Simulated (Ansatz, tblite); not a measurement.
# The cluster Ga4F5+: which isomer is lowest

An exercise on one series of results from a longer session: the logs are not shown, and one member is left open.

Computed with Ansatz 0.2.0, Gaussian basis. Level: relaxed with PBE0-D4/def2-SVP, singlet.

2 further runs of the same task are left out: 2 set aside as unsound or not needed.

### Where the work starts

9 atoms, charge 1, spin multiplicity 1.

Atoms are counted from 1 here; the program's logs count them from 0.

Bond lengths: Ga1–Ga3 2.618 Å, Ga4–F6 1.668 Å, Ga4–F7 1.788 Å, Ga4–F8 1.773 Å, Ga4–F9 1.730 Å. Angles: F6–Ga4–F7 114.0°, F6–Ga4–F8 114.2°, F6–Ga4–F9 118.6°, F7–Ga4–F8 97.9°, F7–Ga4–F9 102.2°, F8–Ga4–F9 107.4°.

The ion is computed in the gas phase, without counter-ions or solvent.

A search from random starts with GFN1-xTB found 15 distinct shapes; 2 go on here. The structure above is candidate A, which lies 0.00 eV above the lowest at that level; B lies 0.48 eV above the lowest at that level.

The first run:

in.yaml reads:

```yaml
crystal:
  periodic: [false, false, false]
  atoms:
    - {symbol: Ga, position_ang: [-1.484350, 1.229110, -1.183140]}
    - {symbol: Ga, position_ang: [-0.700960, 0.180710, 2.363370]}
    - {symbol: Ga, position_ang: [-1.871560, -1.350610, -1.399850]}
    - {symbol: Ga, position_ang: [1.336400, 0.026470, -0.074720]}
    - {symbol: F, position_ang: [-1.935550, -0.312090, 0.584220]}
    - {symbol: F, position_ang: [2.883050, 0.418280, -0.562090]}
    - {symbol: F, position_ang: [0.293330, 1.442800, 0.245840]}
    - {symbol: F, position_ang: [0.344810, -0.724170, -1.339060]}
    - {symbol: F, position_ang: [1.134830, -0.910500, 1.365440]}
basis:
  gaussian: {orbitals: def2-SVP}
total_charge: 1
hamiltonian: {xc: pbe0, dispersion: d4}
scf: {lower_state_search: "off"}
output: {orbitals: {seedname: orbitals}}
relax: {f_tol: 0.03, max_steps: 70}
```

Launch:

```sh
> ansatz run in.yaml --threads 4 --pin off --events-out ev --progress --plain --max-ram 6963MiB
```

Steps of the session up to this table: Relaxing candidate A; Relaxing candidate B; Candidate B, PBE0-D4/def2-TZVP; Candidate B, PBE-D4/def2-TZVP; Candidate B, r2SCAN-D4/def2-TZVP.

One table of the session follows, with a row left open; its other results are not shown here.

It belongs to the step «B against A». 

```
              level  B above A (eV)
           GFN1-xTB          +0.446
           GFN2-xTB          +0.731
   PBE-D4/def2-TZVP          +0.673
r2SCAN-D4/def2-TZVP          +0.629
  PBE0-D4/def2-TZVP               ?
```

**Question.** Estimate the row for PBE0-D4/def2-TZVP.

**Answer.** B above A (eV): +0.703. In the column «B above A (eV)» it lies between PBE-D4/def2-TZVP (+0.673) and GFN2-xTB (+0.731).

To keep in mind: The search was small, so a lower isomer may exist. Only singlets are compared; another spin may lie lower and prefer another shape.
